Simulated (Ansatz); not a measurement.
**FGaHO− (SMILES [O-][GaH][F]): functionals against CCSD(T) at one geometry**

A test off equilibrium: a structure displaced at random from a GFN2-xTB minimum is computed at several levels, and each is set against CCSD(T).

Method: single points in def2-TZVPPD; program: Ansatz 0.2.0, Gaussian basis.

Cores are frozen in the correlated methods. Filled d shells of the heavier atoms are correlated.

## (1) Starting geometry

4 atoms, charge -1, spin multiplicity 1.

Atoms are counted from 1 here; the program's logs count them from 0.

Bond lengths: O1–Ga2 1.615 Å, Ga2–F3 1.813 Å, Ga2–H4 1.558 Å. Angles: O1–Ga2–F3 127.3°, O1–Ga2–H4 134.8°, F3–Ga2–H4 97.7°.

Geometry (Å):

```tsv
atom	x (Å)	y (Å)	z (Å)
O1	-1.4451	-0.4236	0.8636
Ga2	-0.1487	-0.0351	-0.0176
F3	1.5679	-0.5395	0.2734
H4	0.1136	0.9170	-1.2230
```

## (2) CCSD(T)/def2-TZVPPD

run/in.yaml reads:

```yaml
crystal:
  periodic: [false, false, false]
  atoms:
    - {symbol: O, position_ang: [-1.445100, -0.423600, 0.863600]}
    - {symbol: Ga, position_ang: [-0.148700, -0.035100, -0.017600]}
    - {symbol: F, position_ang: [1.567900, -0.539500, 0.273400]}
    - {symbol: H, position_ang: [0.113600, 0.917000, -1.223000]}
basis:
  gaussian: {orbitals: "def2-TZVPPD.json"}
total_charge: -1
correlation: {method: ccsd_t}
output: {forces: true}
```

The basis file named in the input lies beside it (Basis Set Exchange, JSON).

The command line of these runs was not kept.

## (3) PBE0-D4/def2-TZVPPD

run/in.yaml: that of step 2 with these lines changed.

```diff
@@ -10,3 +10,3 @@
 total_charge: -1
-correlation: {method: ccsd_t}
-output: {forces: true}
+hamiltonian: {xc: pbe0, dispersion: d4}
+output: {forces: true, orbitals: {seedname: orbitals}}
```

## (4) wB97M-V/def2-TZVPPD

run/in.yaml: that of step 3 with these lines changed.

```diff
@@ -10,3 +10,3 @@
 total_charge: -1
-hamiltonian: {xc: pbe0, dispersion: d4}
-output: {forces: true, orbitals: {seedname: orbitals}}
+hamiltonian: {xc: {name: wB97M-V}}
+output: {forces: true}
```

## (5) r2SCAN-D4/def2-TZVPPD

run/in.yaml: that of step 4 with these lines changed.

```diff
@@ -10,3 +10,3 @@
 total_charge: -1
-hamiltonian: {xc: {name: wB97M-V}}
+hamiltonian: {xc: r2scan, dispersion: d4}
 output: {forces: true}
```

## (6) PBE-D4/def2-TZVPPD

run/in.yaml: that of step 5 with these lines changed.

```diff
@@ -10,3 +10,3 @@
 total_charge: -1
-hamiltonian: {xc: r2scan, dispersion: d4}
+hamiltonian: {xc: pbe, dispersion: d4}
 output: {forces: true}
```

## (7) HSE06-D4/def2-TZVPPD

run/in.yaml: that of step 6 with these lines changed.

```diff
@@ -10,3 +10,3 @@
 total_charge: -1
-hamiltonian: {xc: pbe, dispersion: d4}
+hamiltonian: {xc: hse06, dispersion: d4}
 output: {forces: true}
```

## (8) BLYP-D4/def2-TZVPPD

run/in.yaml: that of step 7 with these lines changed.

```diff
@@ -10,3 +10,3 @@
 total_charge: -1
-hamiltonian: {xc: hse06, dispersion: d4}
+hamiltonian: {xc: {name: BLYP}, dispersion: d4}
 output: {forces: true}
```

(Steps that only read results are left out.)

**Question.** What will these runs give? Wanted: RMS force component; RMS force error; HOMO and LUMO, PBE0-D4; T1 diagnostic.

**Answer**, as computed:

```
              quantity                                                                                            value
   RMS force component                                                             1.427 to 1.779 eV/Å over the methods
       RMS force error  PBE0-D4 0.199, wB97M-V 0.166, r2SCAN-D4 0.152, PBE-D4 0.199, HSE06-D4 0.194, BLYP-D4 0.294 eV/Å
HOMO and LUMO, PBE0-D4                                                                                -1.42 and 4.04 eV
         T1 diagnostic                                                                                            0.020
```

In words: On forces the order runs from r2SCAN-D4 to BLYP-D4. Frozen-core CCSD(T) forces in triple zeta carry basis errors of their own, and this is one geometry, so small gaps rank nothing.
